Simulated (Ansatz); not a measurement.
# Sc3Bi: one candidate structure

Aim: relax Sc3Bi from this start, Cu3Au (L1_2) type (Pm-3m, No. 221), and see where it ends.

Method: DFT r2SCAN, scalar-relativistic, plane waves, PAW, in Ansatz 0.2.0.

### Step 1. Starting point

It takes space group Pm-3m (No. 221, cubic). The conventional cell has a = 4.555 Å, b = 4.555 Å, c = 4.555 Å, α = 90.00°, β = 90.00°, γ = 90.00°. Sc (site symmetry 4/mmm) is surrounded by 8 Sc at 3.22 Å and 4 Bi at 3.22 Å. Bi (site symmetry m-3m) is surrounded by 12 Sc at 3.22 Å.

As a file:

```
Sc Bi
1.0
     4.55464    0.00000    0.00000
     0.00000    4.55464    0.00000
     0.00000    0.00000    4.55464
Sc Bi
3 1
Direct
  0.00000 0.50000 0.50000
  0.50000 0.00000 0.50000
  0.50000 0.50000 0.00000
  0.00000 0.00000 0.00000
```

(A quick probe on a coarse mesh, which set the mesh and smearing, is not shown.)

### Step 3. Relaxing cell and atoms

Contents of input.yaml:

```yaml
crystal:
  lattice:
    - [4.5546357826, 0.0, 0.0]
    - [0.0, 4.5546357826, 0.0]
    - [0.0, 0.0, 4.5546357826]
  atoms:
    - { symbol: Sc, position: [0.0, 0.5, 0.5] }
    - { symbol: Sc, position: [0.5, 0.0, 0.5] }
    - { symbol: Sc, position: [0.5, 0.5, 0.0] }
    - { symbol: Bi, position: [0.0, 0.0, 0.0] }
basis:
  ecutwfc: 500
kpoints:
  mp_grid: { grid: [10, 10, 10] }
hamiltonian:
  xc: r2scan
scf:
  occupations: { method: gaussian, width: 0.1 }
output:
  forces: true
  stress: true
  eigenvalues: true
relax:
  adjacent_minimum: "off"
  f_tol: 0.01
  max_steps: 80
  cell: { stress_tol: 0.05 }
```

Launch:

```sh
ansatz run input.yaml --threads 1 --pin off --max-ram 2560MiB --backend cpu --events-out ev --progress --plain --runs-dir out
```

**Question.** What will these runs give?

**Answer**, as computed:

```
       quantity                                                                      value
           cell  a = 4.564 Å, b = 4.564 Å, c = 4.564 Å, α = 90.00°, β = 90.00°, γ = 90.00°
    space group                                                            Pm-3m (No. 221)
         volume                                                              23.76 Å³/atom
gap on the mesh                                                               none (metal)
```

**Reading.** The space group stayed Pm-3m, and from the first guess the volume went from 23.62 to 23.76 Å³/atom. The runs treat Bi without spin-orbit coupling.
